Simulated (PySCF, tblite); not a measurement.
**C₅H₄F₂O₃: geometry, infrared bands and NMR shifts**

Aim: predict the infrared bands and NMR shifts of C₅H₄F₂O₃ (`COC(=O)C1=CC(F)(F)O1`).

The runs use tblite 0.8.0 and PySCF 2.14.0, with density-fitted response routines of our own; the level of theory stands in each step. All values are computed, except where a source is named. Atoms count from 0, in the outputs and in this text.

**1. The starting structure**

14 atoms, charge 0, multiplicity 1; geometry from: force field or distance geometry start.

Bonds of the start (Å): C0–O1 1.41, O1–C2 1.38, C2–O3 1.22, C2–C4 1.48, C4–C5 1.34, C5–C6 1.50, C6–F7 1.36, C6–F8 1.35, C6–O9 1.45, O9–C4 1.29, C0–H10 1.10, C0–H11 1.09, C0–H12 1.10, C5–H13 1.08.

**2. Geometry optimisation with GFN2-xTB**

The job: settings as JSON, then the geometry in Å.

```
{"job": {"kind": "relax", "xc": "GFN2-xTB", "basis": "xTB"}, "charge": 0, "multiplicity": 1}
C     -2.684600     0.578800    -0.777000
O     -1.271900     0.538100    -0.772400
C     -0.737800    -0.169900     0.284800
O     -1.397200    -0.715500     1.148100
C      0.736700    -0.110500     0.139000
C      1.612900    -0.689400     0.975300
C      2.715600    -0.149800     0.112200
F      3.537600     0.810000     0.607300
F      3.486300    -1.014500    -0.588600
O      1.615300     0.389200    -0.661100
H     -3.072000     1.077500     0.121800
H     -3.008400     1.159900    -1.646700
H     -3.115600    -0.424900    -0.855100
H      1.582500    -1.279500     1.875500
```

Launch:

```sh
OMP_NUM_THREADS=1 python probes_run.py task.json out
```

The driver reads the jobs from task.json and runs them one after another.

**Question.** This job is followed by: GFN2-xTB harmonic vibrations, gas phase; GIAO PBE0/pcSseg-1 NMR shielding, non-relativistic, gas phase. What will the session give for the following? strongest single infrared mode (GFN2-xTB); zero-point energy (GFN2-xTB); 13C shifts against TMS (PBE0/pcSseg-1); 1H shifts against TMS (PBE0/pcSseg-1, means over atoms taken as alike); 17O shifts against H2O (PBE0/pcSseg-1); 19F shifts against CFCl3 (PBE0/pcSseg-1, means over atoms taken as alike); surface potential, 1st and 99th percentile.

As calculated:

| quantity | value |
| --- | --- |
| strongest single infrared mode (GFN2-xTB) | 1753 cm⁻¹, 369 km/mol |
| zero-point energy (GFN2-xTB) | 54.0 kcal/mol |
| 13C shifts against TMS (PBE0/pcSseg-1) | 168.9, 163.8, 127.7, 127.4, 54.6 ppm |
| 1H shifts against TMS (PBE0/pcSseg-1, means over atoms taken as alike) | 6.46, 4.12 ppm |
| 17O shifts against H2O (PBE0/pcSseg-1) | 444.3, 211.4, 195.3 ppm |
| 19F shifts against CFCl3 (PBE0/pcSseg-1, means over atoms taken as alike) | -109.9 ppm |
| surface potential, 1st and 99th percentile | -1.23 V and 1.35 V |

In words: Over 36 steps the energy fell by 0.597 eV; of the close pairs, C4–O9 changed most, 1.289 to 1.397 Å. No mode is imaginary among the 36: a minimum at this level. The strongest single mode, at 1753 cm⁻¹, moves mainly C2 and O3. Unscaled tight-binding wavenumbers are off by several per cent, some by more. Its intensities can rank the bands wrongly. The most deshielded carbon is C4 (alkene carbon bearing oxygen), at 168.9 ppm: an sp2 carbon further deshielded by the attached heteroatom. H13 (hydrogen on a β carbon of a C=C–C=O unit) lies farthest downfield among hydrogen, at 6.46 ppm; olefinic region. At PBE0/pcSseg-1: The largest span, 706 ppm, is at O3, where the paramagnetic term is -511 ppm. At PBE0/pcSseg-1, counted by nearest atom on the grid, the HOMO lies on C5 35 %; O9 33 %, the LUMO on C2, C4, C5 about 21 % each; O3 14 %.
